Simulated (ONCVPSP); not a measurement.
# An ONCV potential for beryllium, from input to tests

Task: generate the file, and judge it by its errors in other configurations, its logarithmic derivatives, its ghosts and its cutoff.

Method: ONCVPSP 4.0.1, PBE, non-relativistic.

## Step 1: Settings

The settings as typed:

- element: beryllium (Be, Z = 4)
- type: optimised norm-conserving Vanderbilt (ONCV)
- frozen core: [He]
- valence charge: 2
- reference configuration: 2s2
- partial waves: 2s: rc 2.10 bohr, ncon 5, nbas 9, qcut 3.8 1/bohr, 1 projector; p scattering state at 0.19 Ha: rc 2.10 bohr, ncon 4, nbas 9, qcut 4 1/bohr, 1 projector; d scattering state at 0.45 Ha: rc 1.75 bohr, ncon 4, nbas 9, qcut 5.8 1/bohr, 1 projector
- local potential: polynomial inside 1.70 bohr (lpopt 5, dvloc0 2 Ha)
- core correction: Teter function, fcfact 5.5, rcfact 1.05

An earlier all-electron run gives the scale for the radii.

All-electron outer shells of the reference configuration (PBE, non-relativistic, ld1.x):

```
shell  level (eV)  outermost node (bohr)  outermost maximum (bohr)
   1s     -106.20                      –                      0.27
   2s       -5.61                   0.59                      2.04
   2p       -2.02                      –                      2.28
```

## Step 2: The generation run

Input file Be.dat:

```
# ATOM AND REFERENCE CONFIGURATION
# atsym  z   nc   nv     iexc    psfile
  Be 4.00    1    1        4      upf
#
#   n    l    f
    1    0    2.00
    2    0    2.00
#
# PSEUDOPOTENTIAL AND OPTIMIZATION
# lmax
    2
#
#   l,   rc,      ep,       ncon, nbas, qcut
    0    2.10    0.00    5    9    3.80
    1    2.10    0.19    4    9    4.00
    2    1.75    0.45    4    9    5.80
#
# LOCAL POTENTIAL
# lloc, lpopt,  rc(5),   dvloc0
    4    5    1.70    2.00
#
# VANDERBILT-KLEINMAN-BYLANDER PROJECTORs
# l, nproj, debl
    0    1    0.50
    1    1    3.30
    2    1    3.30
#
# MODEL CORE CHARGE
# icmod, fcfact, rcfact
    3    5.50    1.05
#
# LOG DERIVATIVE ANALYSIS
# epsh1, epsh2, depsh
   -2.00    5.00    0.02
#
# OUTPUT GRID
# rlmax, drl
    6.00    0.01
#
# TEST CONFIGURATIONS
# ncnf
    4
# nvcnf
#   n    l    f
    1
    2    0    1.00
#
    1
    2    0    1.50
#
    2
    2    0    1.00
    2    1    1.00
#
    2
    2    0    0.00
    2    1    2.00
#
```

The run is started by

```bash
$ oncvpspnr.x < Be.dat > Be.out
```

Before running it: what results should come out? Wanted: cutoffs for 1 and 0.1 mHa per electron, occupied waves; bound ghosts; GHOST(+) flags; largest test error; largest phase difference near zero energy, channels read; rms error of d²Exc/dn², without and with the model core; projector energies reset by the program.

The runs gave:

```
                                                quantity                               value
  cutoffs for 1 and 0.1 mHa per electron, occupied waves                   5.4 Ha and 8.4 Ha
                                            bound ghosts                          none found
                                          GHOST(+) flags                  none at low energy
                            largest test error (AE − PS)  +14 meV, for 2s1 (1 test unsolved)
largest phase difference near zero energy, channels read                           0.008 rad
 rms error of d²Exc/dn², without and with the model core                   1.62 and 1.81 mHa
                 projector energies reset by the program                         p: 0.050 Ha
```

**Reading.** The worst unpolarised test, 2s1, is off by 14 meV on 9.5 eV; by total energies transferability rates as good where solved. Of the tests 1 gave no usable energy difference, which is a warning in itself. By its cutoff, 5.4 Ha for the looser tolerance, it is soft on the atom at that tolerance. It is free of bound ghosts as far as tested. Near zero energy the phases of the channels with partial waves agree within 0.008 rad.
